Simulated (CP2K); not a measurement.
Runs of CP2K 2026.2 on NbTe. The structure is cubic, space group Pm-3m (No. 221). The conventional cell has a = 3.426 Å, b = 3.426 Å, c = 3.426 Å, α = 90.00°, β = 90.00°, γ = 90.00°. Nb (site symmetry m-3m) is surrounded by 8 Te at 2.97 Å. Te (site symmetry m-3m) is surrounded by 8 Nb at 2.97 Å. The cell was built by a generator and needn't be a form met in nature.

| task | level | potentials or basis | cell | smearing | EPS_DEFAULT | NGRIDS | gap on the mesh (eV) | pressure (GPa) | V0 of scaled cells (Å³/atom) | B0 (GPa) |
| --- | --- | --- | --- | --- | --- | --- | --- | --- | --- | --- |
| single point | PBE | POTENTIAL_UZH Nb GTH-PBE-q13, Te GTH-PBE-q6; TZVP-MOLOPT-PBE-GTH basis | atoms moved at random, drawn with an rms of 0.05 Å | fermi-dirac 0.05 eV | 1.0E-10 | 4 | none | 2.8 | - | - |
| equation of state | PBE | POTENTIAL_UZH Nb GTH-PBE-q13, Te GTH-PBE-q6; TZVP-MOLOPT-PBE-GTH basis | as given | fermi-dirac 0.05 eV | 1.0E-10 | 5 | - | - | 20.49 | 129 |
| equation of state | LDA | GTH_POTENTIALS Nb GTH-PADE-q13, Te GTH-PADE-q6; TZVP-MOLOPT-PBE-GTH basis | as given | fermi-dirac 0.0259 eV | 1.0E-9 | 5 | - | - | 19.22 | (a) |
| single point | PBE | POTENTIAL_UZH Nb GTH-PBE-q13, Te GTH-PBE-q6; TZVP-MOLOPT-PBE-GTH basis | as given | fermi-dirac 0.05 eV | 1.0E-10 | 4 | none | (b) | - | - |

Alike in all rows: no spin polarisation; k mesh 8 × 8 × 8.

Q: Fill in the values left out.

A: (a) 157; (b) 2.6.

Caveats: the basis of atomic orbitals isn't converged, which shifts pressures, moduli and gaps; with these potentials and basis sets, volumes of gold and of layered tellurides can stand 1.5 % and more from those of plane-wave programs (some runs).

A k mesh can miss the band edges, and the runs leave out spin-orbit coupling on Nb, Te.

A gap of «none» marks a metal or a gap under the smearing width.
